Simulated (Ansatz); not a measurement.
**C2H7FOSi: up Jacob's ladder to CCSD(T)**

One table from this session's results is given with a row withheld; the runs are named, their logs left out.

Method: functionals in def2-TZVPP, the program's frozen cores in correlated methods; program: Ansatz 0.2.0, Gaussian basis.

Plan: PBE-D4, r2SCAN-D4, PBE0-D4, B3LYP-D4, ωB97X-V, ωB97M-V, B2PLYP; CCSD(T)/def2-TZVPP; MP2/def2-QZVPP; extrapolation to the limit.

## Structure used throughout

All runs share one geometry, relaxed beforehand with PBE0-D4 in a triple-zeta def2 set.

SMILES `C[SiH2]C(O)F`, 12 atoms, charge 0, spin multiplicity 1.

Atoms are counted from 1 here; the program's logs count them from 0.

Bond lengths: C1–Si2 1.862 Å, C1–H6 1.092 Å, C1–H7 1.092 Å, C1–H8 1.092 Å, Si2–C3 1.914 Å, Si2–H9 1.488 Å, Si2–H10 1.487 Å, C3–O4 1.379 Å, C3–F5 1.402 Å, C3–H11 1.099 Å, O4–H12 0.963 Å. Angles: Si2–C1–H6 110.2°, Si2–C1–H7 111.1°, Si2–C1–H8 110.2°, H6–C1–H7 108.5°, H6–C1–H8 108.3°, H7–C1–H8 108.4°, C1–Si2–C3 109.4°, C1–Si2–H9 112.1°, C1–Si2–H10 112.1°, C3–Si2–H9 107.4°, C3–Si2–H10 107.0°, H9–Si2–H10 108.7°, Si2–C3–O4 108.9°, Si2–C3–F5 108.5°, Si2–C3–H11 113.2°, O4–C3–F5 109.6°, O4–C3–H11 111.7°, F5–C3–H11 104.8° and more.

Set-up of the first run:

File in.yaml:

```yaml
crystal:
  periodic: [false, false, false]
  atoms:
    - {symbol: C, position_ang: [-1.362680, -0.511424, -0.956995]}
    - {symbol: Si, position_ang: [-0.142500, -0.859060, 0.406458]}
    - {symbol: C, position_ang: [0.939063, 0.692025, 0.701261]}
    - {symbol: O, position_ang: [1.547803, 1.043555, -0.485581]}
    - {symbol: F, position_ang: [0.109779, 1.736629, 1.132228]}
    - {symbol: H, position_ang: [-0.835245, -0.254600, -1.877737]}
    - {symbol: H, position_ang: [-1.994774, -1.380876, -1.149656]}
    - {symbol: H, position_ang: [-2.004738, 0.328552, -0.684202]}
    - {symbol: H, position_ang: [0.772008, -1.982580, 0.066781]}
    - {symbol: H, position_ang: [-0.817619, -1.168291, 1.695097]}
    - {symbol: H, position_ang: [1.671160, 0.562452, 1.510094]}
    - {symbol: H, position_ang: [2.194645, 1.738317, -0.323648]}
basis:
  gaussian: {orbitals: def2-TZVPP}
hamiltonian: {xc: pbe, dispersion: d4}
output: {forces: true, orbitals: {seedname: orbitals}}
```

Started as:

```
ansatz run in.yaml --threads 4 --pin off --events-out ev --progress --plain --max-ram 10444MiB
```

Steps of the session up to this table: PBE-D4 (GGA); r2SCAN-D4 (meta-GGA); PBE0-D4 (hybrid); B3LYP-D4 (hybrid); ωB97X-V (range-separated); ωB97M-V (range-separated); B2PLYP (double hybrid); CCSD(T) in def2-TZVPP; MP2 in def2-QZVPP.

One of the session's tables, all rows but one given; the rest of the session is left out.

```
            method  atomisation energy (kJ/mol)
            PBE-D4                       4415.9
         r2SCAN-D4                            ?
           PBE0-D4                       4335.1
          B3LYP-D4                       4337.7
           ωB97X-V                       4360.7
           ωB97M-V                       4358.1
            B2PLYP                       4293.1
     HF/def2-TZVPP                       3157.5
    MP2/def2-TZVPP                       4296.9
   CCSD/def2-TZVPP                       4177.7
CCSD(T)/def2-TZVPP                       4236.5
           MP2/CBS                       4409.3
       CCSD(T)/CBS                       4348.8
```

**Question.** Estimate the row for r2SCAN-D4.

**Answer.** atomisation energy (kJ/mol): 4351.9. In the column «atomisation energy (kJ/mol)» it lies between CCSD(T)/CBS (4348.8) and ωB97M-V (4358.1).

To keep in mind: Free atoms (2 C, 1 Si, 1 O, 1 F, 7 H) were run apart at each level; the atomisation energy is their sum less the molecule, without zero-point or spin-orbit terms.
